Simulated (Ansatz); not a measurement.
## Sr-Ca mixtures: a scan of ordered alloys across composition

Run with Ansatz's Python interface.

`alloy_sr.py`:
```python
"""Ordered Sr-Ca cells across composition, after relaxing cells and atoms."""

from collections import Counter
from dataclasses import dataclass
import warnings

import ansatz as az
import numpy as np


@dataclass
class Settings:
    xc: str = "r2scan"
    cutoff: int = 620
    k_spacing: float = 0.33
    smearing: str = "gaussian"
    smearing_width: float = 0.1


cfg = Settings()


def fcc(A, a):
    return (
        az.Lattice.fcc(a)
        .space_group(225)
        .atom(A, (0, 0, 0))
        .primitive()
    )

A_FIRST, A_LAST = 6.08, 5.59


def ground_state(name, crystal):
    calc = (
        crystal.calculation()
        .functional(cfg.xc)
        .basis(cfg.cutoff)
        .kpoints(spacing=cfg.k_spacing)
        .occupations(cfg.smearing, width=cfg.smearing_width)
        .band_table()
    )
    calc = calc.relax(force_tolerance=0.02, cell=True)
    return calc.run(threads=1)


def volume_per_atom(outcome):
    return abs(np.linalg.det(outcome.lattice.cell_ang)) / len(outcome.lattice.sites)


def counts(outcome):
    return Counter(site.symbol for site in outcome.lattice.sites)


def main() -> None:
    warnings.simplefilter("ignore", az.DeckWarning)

    # swap the mixed sites of the conventional cell one by one
    phases = {}
    for k in range(4 + 1):
        a = A_FIRST + (A_LAST - A_FIRST) * k / 4
        cell = fcc("Sr", a).conventional().resolved()
        sites = [site.position for site in cell.sites if site.symbol == "Sr"]
        for position in sites[:k]:
            cell = cell.substitution("Ca", at=position, replaces="Sr")
        phases[f"Sr{4 - k}Ca{k}"] = cell.resolved()

    done = {name: ground_state(name, crystal) for name, crystal in phases.items()}

    # mixing quantities against the straight line between the end members, both on this lattice
    x = {name: counts(o)["Ca"] / (counts(o)["Sr"] + counts(o)["Ca"]) for name, o in done.items()}
    first, last = min(x, key=x.get), max(x, key=x.get)
    energy = {name: o.report["energy_sigma0_ev"] / len(o.lattice.sites) for name, o in done.items()}
    volume = {name: volume_per_atom(o) for name, o in done.items()}
    rows = []
    for name in sorted(done, key=x.get):
        line = lambda table: (1 - x[name]) * table[first] + x[name] * table[last]
        rows.append((name, x[name], 1000 * (energy[name] - line(energy)), volume[name], 100 * (volume[name] / line(volume) - 1)))
    print("      cell       x(Ca)  E_mix (meV/atom)  V (A^3/atom)  excess V (%)")
    for row in rows:
        print(f"{str(row[0]):>10}  {row[1]:10.3f}  {row[2]:+16.1f}  {row[3]:12.3f}  {row[4]:+12.2f}")


if __name__ == "__main__":
    main()
```

```console
$ python alloy_sr.py
      cell       x(Ca)  E_mix (meV/atom)  V (A^3/atom)  excess V (%)
    Sr4Ca0       0.000              +0.0        57.086         +0.00
    Sr3Ca1       0.250             +14.0        53.511         -0.41
    Sr2Ca2       0.500             +18.0        49.797         -1.15
    Sr1Ca3       0.750             +14.8        46.720         -0.64
    Sr0Ca4       1.000              +0.0        43.669         +0.00
```

Mixing energies: +15 meV an atom at x(Sr) = 0.25 (volume -0.6 % off the straight line), +18 meV an atom at x(Sr) = 0.50 (volume -1.2 % off the straight line) and +14 meV an atom at x(Sr) = 0.75 (volume -0.4 % off the straight line). Values this small can change sign on a finer mesh.

What to keep in mind:
- These are small ordered cells, with both end members on the same lattice, which need not be their own; they aren't random solutions. Differences under about 40 meV an atom lie within the error of mesh and functional.
- The cells are prototypes set up for this calculation and needn't exist.
- It ran for 6.5 min on 1 thread of Arm Neoverse N1 (shared host), peak memory 1.1 GiB.

(Lines on the test bed's own set-up are left out of the output.)
